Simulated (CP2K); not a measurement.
# PM3 run of BBr2 (SMILES Br[B]Br)

What is the energy change on altering one bond length of BBr2 at PM3? 

Program for the calculation: CP2K 2026.2.

2 further runs of the same task are left out: 2 set aside as unsound or not needed.

### Step 1. The system as given

BBr2 has 3 atoms, charge 0, and is taken as a doublet. SMILES: `Br[B]Br`. The shape is that of a GFN2-xTB optimisation.

Bond lengths: Br1–B2 1.862 Å, B2–Br3 1.862 Å. Angles: Br1–B2–Br3 123.3°.

### Step 2. Energy and forces at PM3

Contents of molecule.xyz:

```xyz
3

Br    -1.137340     1.104020    -0.510600
B     -0.248740    -0.500480    -0.187710
Br     1.386080    -0.603540     0.698310
```

Contents of job.inp:

```
&GLOBAL
  PROJECT_NAME job
  RUN_TYPE ENERGY_FORCE
  PRINT_LEVEL MEDIUM
&END GLOBAL
&FORCE_EVAL
  METHOD Quickstep
  &DFT
    MULTIPLICITY 2
    UKS T
    &QS
      METHOD PM3
      EPS_DEFAULT 1.0E-10
      &SE
        &COULOMB
          CUTOFF [angstrom] 50
          RC_RANGE [angstrom] 0
        &END COULOMB
        &EXCHANGE
          CUTOFF [angstrom] 50
          RC_RANGE [angstrom] 0
        &END EXCHANGE
      &END SE
    &END QS
    &POISSON
      PERIODIC NONE
      POISSON_SOLVER ANALYTIC
    &END POISSON
    &SCF
      SCF_GUESS ATOMIC
      EPS_SCF 1.0E-06
      MAX_SCF 150
      ADDED_MOS 8
      &DIAGONALIZATION
        ALGORITHM STANDARD
      &END DIAGONALIZATION
      &MIXING
        METHOD DIRECT_P_MIXING
        ALPHA 0.4
      &END MIXING
    &END SCF
    &PRINT
      &MOMENTS
        PERIODIC F
        REFERENCE COM
        MAX_MOMENT 1
      &END MOMENTS
      &MO ON
        ENERGIES T
        OCCUPATION_NUMBERS T
        NDIGITS 6
        &EACH
          QS_SCF 0
        &END EACH
        ADD_LAST NUMERIC
      &END MO
      &HIRSHFELD OFF
      &END HIRSHFELD
    &END PRINT
  &END DFT
  &SUBSYS
    &CELL
      ABC 12.5 11.7 11.2
      PERIODIC NONE
    &END CELL
    &TOPOLOGY
      COORD_FILE_NAME molecule.xyz
      COORD_FILE_FORMAT XYZ
      &CENTER_COORDINATES
      &END CENTER_COORDINATES
    &END TOPOLOGY
  &END SUBSYS
  &PRINT
    &FORCES ON
    &END FORCES
  &END PRINT
&END FORCE_EVAL
```

Started as:

```bash
$ OMP_NUM_THREADS=1 cp2k.psmp -i job.inp -o job.out
```

What it wrote:

```text
CP2K| version string:                                       CP2K version 2026.2
[...]
 GLOBAL| Method name                                                        CP2K
[...]
 GLOBAL| Run type                                                   ENERGY_FORCE
[...]
 *** WARNING in qs_environment.F:2191 :: More ADDED_MOs requested for beta ***
 *** spin than available.                                                  ***
 *** WARNING in qs_environment.F:2210 :: More added MOs requested than     ***
 *** available. The full set of unoccupied MOs will be used. Use           ***
 *** 'ADDED_MOS -1' to always use all available MOs and to get rid of this ***
[...]
                             - Atoms:                                          3
[...]
                             - Spherical basis functions:                     12
[...]
 Number of electrons:                                                          9
[...]
     1 P_Mix/Diag. 0.40E+00    0.0     0.40115181       -26.8536036918 -2.69E+01
[...]
    19 DIIS/Diag.  0.13E-06    0.0     0.00000081       -28.0665212761 -1.47E-10
  *** SCF run converged in    19 steps ***
  Core-core repulsion energy [eV]:                            481.29946506015909
  Core Hamiltonian energy [eV]:                             -1310.06152985460858
  Two-electron integral energy [eV]:                          130.06636166591952
  Electronic energy [eV]:                                   -1245.02834902164886
  Total energy [eV]:                                         -763.72888396148971
  Atomic reference energy [eV]:                               765.39324759003716
  Heat of formation [kcal/mol]:                                38.38114010672156
[...]
 SE_DIPOLE| Moment [Debye]          1.11499501       2.24343593       0.84142344
 SE_DIPOLE| Derivative [a.u.]       0.00000000       0.00000000       0.00000000
 ENERGY| Total FORCE_EVAL ( QS ) energy [hartree]            -28.066521276075932
 FORCES| Atomic forces [hartree/bohr]
 FORCES|   Atom     x               y               z               |f|
 FORCES|      1  8.35195323E-03 -3.25102595E-02  1.24850203E-03   3.35891479E-02
 FORCES|      2  1.99786143E-02  4.01980535E-02  1.50767159E-02   4.73533093E-02
 FORCES|      3 -2.83305676E-02 -7.68779400E-03 -1.63252179E-02   3.35892241E-02
 FORCES| Sum    -5.55111512E-17  0.00000000E+00 -1.94289029E-16
 FORCES| Total atomic force                                       2.02063641E-16
[...]
```

Run time: 0.97 s. Hardware: 1 thread of Intel Xeon Platinum 8488C (Sapphire Rapids), shared host; peak memory 0.19 GiB.

### Step 3. The distorted shape

Contents of molecule.xyz:

```xyz
3

Br    -1.315060     1.424919    -0.575178
B     -0.248740    -0.500480    -0.187710
Br     1.386080    -0.603540     0.698310
```

Contents of job.inp:

```
&global
  project job
  run_type ENERGY_FORCE
  print_level MEDIUM
&end global

&force_eval
  method QUICKSTEP
  &dft
    multiplicity 2
    lsd T
    &qs
      method PM3
      eps_default 1.0E-10
      &se
        &coulomb
          cutoff [angstrom] 50
          rc_range [angstrom] 0
        &end coulomb
        &exchange
          cutoff [angstrom] 50
          rc_range [angstrom] 0
        &end exchange
      &end se
    &end qs
    &poisson
      periodic NONE
      poisson_solver ANALYTIC
    &end poisson
    &scf
      scf_guess ATOMIC
      eps_scf 1.0E-06
      max_scf 150
      added_mos 8
      &diagonalization
        algorithm STANDARD
      &end diagonalization
      &mixing
        method DIRECT_P_MIXING
        alpha 0.4
      &end mixing
    &end scf
    &print
      &moments
        periodic F
        reference COM
        max_moment 1
      &end moments
      &mo ON
        energies T
        occupation_numbers T
        ndigits 6
        &each
          qs_scf 0
        &end each
        add_last NUMERIC
      &end mo
      &hirshfeld OFF
      &end hirshfeld
    &end print
  &end dft
  &subsys
    &cell
      abc 12.7 12 11.3
      periodic NONE
    &end cell
    &topology
      coord_file_name molecule.xyz
      coord_file_format XYZ
      &center_coordinates
      &end center_coordinates
    &end topology
  &end subsys
  &print
    &forces ON
    &end forces
  &end print
&end force_eval
```

Started as:

```bash
$ OMP_NUM_THREADS=1 cp2k.psmp -i job.inp -o job.out
```

What it wrote:

```text
CP2K| version string:                                       CP2K version 2026.2
[...]
 GLOBAL| Method name                                                        CP2K
[...]
 GLOBAL| Run type                                                   ENERGY_FORCE
[...]
 *** WARNING in qs_environment.F:2191 :: More ADDED_MOs requested for beta ***
 *** spin than available.                                                  ***
 *** WARNING in qs_environment.F:2210 :: More added MOs requested than     ***
 *** available. The full set of unoccupied MOs will be used. Use           ***
 *** 'ADDED_MOS -1' to always use all available MOs and to get rid of this ***
[...]
                             - Atoms:                                          3
[...]
                             - Spherical basis functions:                     12
[...]
 Number of electrons:                                                          9
[...]
     1 P_Mix/Diag. 0.40E+00    0.0     0.39866233       -26.9129343204 -2.69E+01
[...]
    21 DIIS/Diag.  0.38E-06    0.0     0.00000068       -28.0261190429 -9.38E-12
  *** SCF run converged in    21 steps ***
  Core-core repulsion energy [eV]:                            445.13866012119206
  Core Hamiltonian energy [eV]:                             -1316.28316030072256
  Two-electron integral energy [eV]:                          217.03003378595866
  Electronic energy [eV]:                                   -1207.76814340774331
  Total energy [eV]:                                         -762.62948328655114
  Atomic reference energy [eV]:                               765.39324759003716
  Heat of formation [kcal/mol]:                                63.73392396626070
[...]
 SE_DIPOLE| Moment [Debye]          0.18161832       3.75280128       0.48422654
 SE_DIPOLE| Derivative [a.u.]       0.00000000       0.00000000       0.00000000
 ENERGY| Total FORCE_EVAL ( QS ) energy [hartree]            -28.026119042924261
 FORCES| Atomic forces [hartree/bohr]
 FORCES|   Atom     x               y               z               |f|
 FORCES|      1  2.54104941E-02 -5.85032326E-02  7.93989672E-03   6.42756828E-02
 FORCES|      2  3.48093277E-03  6.49139086E-02  8.56202231E-03   6.55685950E-02
 FORCES|      3 -2.88914269E-02 -6.41067600E-03 -1.65019190E-02   3.38839881E-02
 FORCES| Sum     3.88578059E-16 -1.66533454E-16  2.77555756E-17
 FORCES| Total atomic force                                       4.23670474E-16
[...]
```

Run time: 1.1 s. Hardware: 1 thread of Intel Xeon Platinum 8488C (Sapphire Rapids), shared host; peak memory 0.19 GiB.

### Step 4. What came out

Level: PM3.

```
                                                          quantity          value
                                         first shape: total energy   -28.06652 Eh
                                        first shape: dipole moment         2.64 D
                   first shape: HOMO energy (highest over α and β)       -9.48 eV
                    first shape: LUMO energy (lowest over α and β)       -4.04 eV
            first shape: heat of formation at this unrelaxed shape  38.4 kcal/mol
                             first shape: largest force on an atom     2.435 eV/Å
                                     distorted shape: total energy   -28.02612 Eh
                                    distorted shape: dipole moment         3.79 D
               distorted shape: HOMO energy (highest over α and β)       -9.57 eV
                distorted shape: LUMO energy (lowest over α and β)       -4.24 eV
        distorted shape: heat of formation at this unrelaxed shape  63.7 kcal/mol
                         distorted shape: largest force on an atom     3.372 eV/Å
energy change with the Br1–B2 bond stretched from 1.862 to 2.235 Å       1.099 eV
```

In words: With the Br1–B2 bond stretched from 1.862 to 2.235 Å the energy rises by 1.10 eV (25 kcal/mol). The first shape isn't relaxed at this level, so the change isn't measured from a minimum. The largest force (first shape) is 2.44 eV/Å: the shape isn't a stationary point for this species at this level.
